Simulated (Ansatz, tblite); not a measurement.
# The cluster Hg₃H₁₂Se₃: one state, many levels

Aim: run the singlet of the cluster Hg₃H₁₂Se₃ at one geometry on many levels, and compare frontier levels, spin and run time.

Method: as each input shows; program: Ansatz 0.2.0, Gaussian basis.

Levels to be run: GFN1-xTB, GFN2-xTB, PBE-D4/def2-TZVP, r2SCAN-D4/def2-TZVP, r2SCANh-D4/def2-TZVP, r2SCAN0-D4/def2-TZVP, revPBE-D4/def2-TZVP, PBE+10HF/def2-SVP, PBE+15HF/def2-SVP, PBE+40HF/def2-SVP, PBE-D4/def2-SVP, PBE0-D4/def2-SVP, PBE-D4/def2-TZVPD, MP2/def2-SVP, RPA/def2-SVP.

7 further runs of the same task are left out: 6 that didn't finish, 1 set aside as unsound or not needed.

### Step 1. The relaxed structure

The singlet was relaxed beforehand with PBE-D4/def2-SVP.

18 atoms, charge 0, spin multiplicity 1.

Bond lengths: Se1–H7 1.484 Å, Se1–H8 1.484 Å, Hg2–H9 1.670 Å, Hg2–H10 1.670 Å, Se3–H11 1.484 Å, Se3–H12 1.484 Å, Hg4–H13 1.670 Å, Hg4–H14 1.670 Å, Se5–H15 1.484 Å, Se5–H16 1.484 Å, Hg6–H17 1.670 Å, Hg6–H18 1.670 Å. Angles: H7–Se1–H8 91.1°, H9–Hg2–H10 176.9°, H11–Se3–H12 91.1°, H13–Hg4–H14 176.9°, H15–Se5–H16 91.1°, H17–Hg6–H18 177.0°.

Hg takes a core potential in the def2 sets. No spin-orbit coupling is included.

PBE0-D4/def2-TZVP was run before; its log isn't repeated, and its numbers join the tables.

### Step 2. GFN1-xTB

Tight binding, by tblite at 300 K electronic temperature and without a spin-polarisation term:

```python
tblite.interface.Calculator('GFN1-xTB', numbers, positions, charge=0, uhf=0).singlepoint()
```

Energy -523.3727 eV, HOMO -12.11 eV, LUMO -6.17 eV; 0.008 s.

### Step 3. GFN2-xTB

Tight binding, by tblite at 300 K electronic temperature and without a spin-polarisation term:

```python
tblite.interface.Calculator('GFN2-xTB', numbers, positions, charge=0, uhf=0).singlepoint()
```

Energy -492.1941 eV, HOMO -11.79 eV, LUMO -7.87 eV; 0.006 s.

### Step 4. PBE-D4/def2-TZVP

start.molden holds the orbitals of an earlier run on this state, given as this run's starting guess.

in.yaml

```yaml
crystal:
  periodic: [false, false, false]
  atoms:
    - {symbol: Se, position_ang: [-0.004612, -2.382004, -0.009894]}
    - {symbol: Hg, position_ang: [-3.440716, -1.977695, 0.027943]}
    - {symbol: Se, position_ang: [-2.058869, 1.194404, -0.018281]}
    - {symbol: Hg, position_ang: [3.432581, -1.990154, 0.027719]}
    - {symbol: Se, position_ang: [2.064142, 1.187211, -0.009150]}
    - {symbol: Hg, position_ang: [0.007205, 3.969128, 0.023336]}
    - {symbol: H, position_ang: [-0.001451, -3.442342, 1.028827]}
    - {symbol: H, position_ang: [-0.010512, -3.399625, -1.090640]}
    - {symbol: H, position_ang: [-3.507230, -2.021554, -1.640152]}
    - {symbol: H, position_ang: [-3.451287, -1.978069, 1.697996]}
    - {symbol: H, position_ang: [-2.946888, 1.705613, -1.092402]}
    - {symbol: H, position_ang: [-2.969237, 1.724639, 1.027332]}
    - {symbol: H, position_ang: [3.504853, -2.029153, -1.640182]}
    - {symbol: H, position_ang: [3.437210, -1.995733, 1.697856]}
    - {symbol: H, position_ang: [2.937695, 1.689846, -1.099019]}
    - {symbol: H, position_ang: [2.992624, 1.718359, 1.019975]}
    - {symbol: H, position_ang: [0.001918, 3.978168, 1.693433]}
    - {symbol: H, position_ang: [0.012592, 4.048952, -1.644699]}
basis:
  gaussian: {orbitals: def2-TZVP, initial_orbitals: start.molden}
hamiltonian: {xc: pbe, dispersion: d4}
scf: {omitted_lower_state_checks: [starts]}
output: {orbitals: {seedname: orbitals}}
```

Command:

```console
$ ansatz run in.yaml --threads 4 --pin off --events-out ev --progress --plain --max-ram 4787MiB
```

The runs that follow: r2SCAN-D4/def2-TZVP; r2SCANh-D4/def2-TZVP; r2SCAN0-D4/def2-TZVP; revPBE-D4/def2-TZVP; PBE+10HF/def2-SVP; PBE+15HF/def2-SVP; PBE+40HF/def2-SVP; PBE-D4/def2-SVP; PBE0-D4/def2-SVP; PBE-D4/def2-TZVPD; MP2/def2-SVP; RPA/def2-SVP.

Q: Predict the results of all the runs planned. Wanted: gap in def2-TZVP, named functionals, smallest and largest; gap over the share of exact exchange; correlation energy, MP2/def2-SVP; binding an atom, functionals in def2-TZVP; PBE0 total energy, smallest basis above largest.

As calculated:

| quantity | value |
| --- | --- |
| gap in def2-TZVP, named functionals, smallest and largest | 4.45 eV (PBE-D4), 6.73 eV (r2SCAN0-D4) |
| gap over the share of exact exchange | 4.74 eV at 0, 7.99 eV at 0.4 |
| correlation energy, MP2/def2-SVP | -53.38 eV |
| binding an atom, functionals in def2-TZVP | 1.79 (revPBE-D4) to 1.87 eV (r2SCAN-D4) |
| PBE0 total energy, smallest basis above largest | 25.19 eV (def2-SVP, def2-TZVP) |

**Reading.** Orbital gaps of the named functionals in def2-TZVP span 4.45 eV (PBE-D4) to 6.73 eV (r2SCAN0-D4); exact exchange widens it. Raising the share of exact exchange from 0 to 0.4 moves the HOMO by -1.81 eV and the LUMO by +1.44 eV.
